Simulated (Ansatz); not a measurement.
**C6H12O3: taking an electron away**

An exercise on one series of results from a longer session: the logs are not shown, and one member is left open.

The runs use Ansatz 0.2.0, Gaussian basis; unrestricted cation, the program's frozen cores in correlated methods.

Plan: UKS PBE-D4/def2-TZVPP; UKS r2SCAN-D4/def2-TZVPP; UKS PBE0-D4/def2-TZVPP; UKS B3LYP-D4/def2-TZVPP; UKS wB97X-V/def2-TZVPP; UKS wB97M-V/def2-TZVPP; UKS B2PLYP/def2-TZVPP; UHF-CCSD(T)/def2-TZVPP; UHF-MP2/def2-QZVPP; extrapolation to the limit; then −ε(HOMO) from the neutral's earlier runs with LDA (SPW92), PBE-D4, revPBE-D4, BLYP-D4, r2SCAN-D4, B97M-V, PBE0-D4, B3LYP-D4, r2SCANh-D4, r2SCAN0-D4, HSE06-D4, BHLYP-D4, CAM-B3LYP-D4, LC-ωPBE, ωB97X-V, ωB97M-V.

## The relaxed structure

An earlier PBE0-D4 in a triple-zeta def2 set relaxation fixed the geometry.

SMILES `CCOC(C)OC(C)=O`, 21 atoms, charge 0, spin multiplicity 1.

Atoms are counted from 1 here; the program's logs count them from 0.

Bond lengths: C1–C2 1.506 Å, C1–H10 1.092 Å, C1–H11 1.092 Å, C1–H12 1.092 Å, C2–O3 1.417 Å, C2–H13 1.096 Å, C2–H14 1.099 Å, O3–C4 1.375 Å, C4–C5 1.502 Å, C4–O6 1.447 Å, C4–H15 1.097 Å, C5–H16 1.091 Å, C5–H17 1.090 Å, C5–H18 1.091 Å, O6–C7 1.339 Å, C7–C8 1.498 Å, C7–O9 1.203 Å, C8–H19 1.092 Å and more. Angles: C2–C1–H10 110.6°, C2–C1–H11 110.2°, C2–C1–H12 110.8°, H10–C1–H11 108.4°, H10–C1–H12 108.3°, H11–C1–H12 108.5°, C1–C2–O3 108.4°, C1–C2–H13 110.7°, C1–C2–H14 110.9°, O3–C2–H13 109.8°, O3–C2–H14 109.3°, H13–C2–H14 107.7°, C2–O3–C4 114.4°, O3–C4–C5 109.4°, O3–C4–O6 107.3°, O3–C4–H15 111.6°, C5–C4–O6 109.8°, C5–C4–H15 111.8° and more.

Set-up of the first run:

The input, in.yaml:

```yaml
crystal:
  periodic: [false, false, false]
  atoms:
    - {symbol: C, position_ang: [-3.157171, -0.746420, -0.455512]}
    - {symbol: C, position_ang: [-1.859300, -0.338138, 0.189946]}
    - {symbol: O, position_ang: [-0.800265, -0.997908, -0.480726]}
    - {symbol: C, position_ang: [0.439966, -0.790136, 0.074248]}
    - {symbol: C, position_ang: [1.430981, -1.728627, -0.553838]}
    - {symbol: O, position_ang: [0.814023, 0.579233, -0.208334]}
    - {symbol: C, position_ang: [1.663152, 1.170645, 0.641213]}
    - {symbol: C, position_ang: [1.908469, 2.595640, 0.248307]}
    - {symbol: O, position_ang: [2.156221, 0.620815, 1.590748]}
    - {symbol: H, position_ang: [-3.166236, -0.464367, -1.509938]}
    - {symbol: H, position_ang: [-3.996064, -0.253651, 0.040412]}
    - {symbol: H, position_ang: [-3.300343, -1.826448, -0.387478]}
    - {symbol: H, position_ang: [-1.719286, 0.747303, 0.127399]}
    - {symbol: H, position_ang: [-1.844412, -0.616871, 1.253319]}
    - {symbol: H, position_ang: [0.416576, -0.893617, 1.165670]}
    - {symbol: H, position_ang: [1.455513, -1.568579, -1.632804]}
    - {symbol: H, position_ang: [2.422079, -1.556959, -0.134116]}
    - {symbol: H, position_ang: [1.135635, -2.759524, -0.355176]}
    - {symbol: H, position_ang: [0.974709, 3.158945, 0.304530]}
    - {symbol: H, position_ang: [2.646524, 3.035243, 0.914389]}
    - {symbol: H, position_ang: [2.254728, 2.644020, -0.785358]}
basis:
  gaussian: {orbitals: def2-TZVPP}
total_charge: 1
magnetization: {spin_polarized: true, initial_magnetization: 1}
hamiltonian: {xc: pbe, dispersion: d4}
```

Among the steps run: Cation, UKS PBE-D4/def2-TZVPP; Cation, UKS r2SCAN-D4/def2-TZVPP; Cation, UKS PBE0-D4/def2-TZVPP; Cation, UKS B3LYP-D4/def2-TZVPP; Cation, UKS wB97X-V/def2-TZVPP; Cation, UKS wB97M-V/def2-TZVPP; Cation, UKS B2PLYP (frozen core)/def2-TZVPP; Cation, UHF-CCSD(T)/def2-TZVPP; Cation, UHF-MP2/def2-QZVPP.

One table of the session follows, with a row left open; its other results are not shown here.

For comparison, −ε(HOMO) of the neutral from earlier runs:

| functional | −ε(HOMO) (eV) |
| --- | --- |
| LDA (SPW92) | 6.26 |
| PBE-D4 | 6.07 |
| revPBE-D4 | 5.99 |
| BLYP-D4 | 6.00 |
| r2SCAN-D4 | 6.40 |
| B97M-V | 6.57 |
| PBE0-D4 | 7.72 |
| B3LYP-D4 | 7.48 |
| r2SCANh-D4 | 7.03 |
| r2SCAN0-D4 | 7.96 |
| HSE06-D4 | 7.31 |
| BHLYP-D4 | ? |
| CAM-B3LYP-D4 | 9.20 |
| LC-ωPBE | 10.49 |
| ωB97X-V | 10.19 |
| ωB97M-V | 10.14 |

Q: Estimate the row for BHLYP-D4 from the others.

Worked estimate for «−ε(HOMO) (eV)». Against the share of exact exchange, BLYP-D4 (0, 6.00), B3LYP-D4 (0.2, 7.48) give a slope of 7.40 per unit share; at 0.5 the line stands at 9.70.

**Answer.** −ε(HOMO) (eV): 9.33. In «−ε(HOMO) (eV)» the line misses by +0.37.
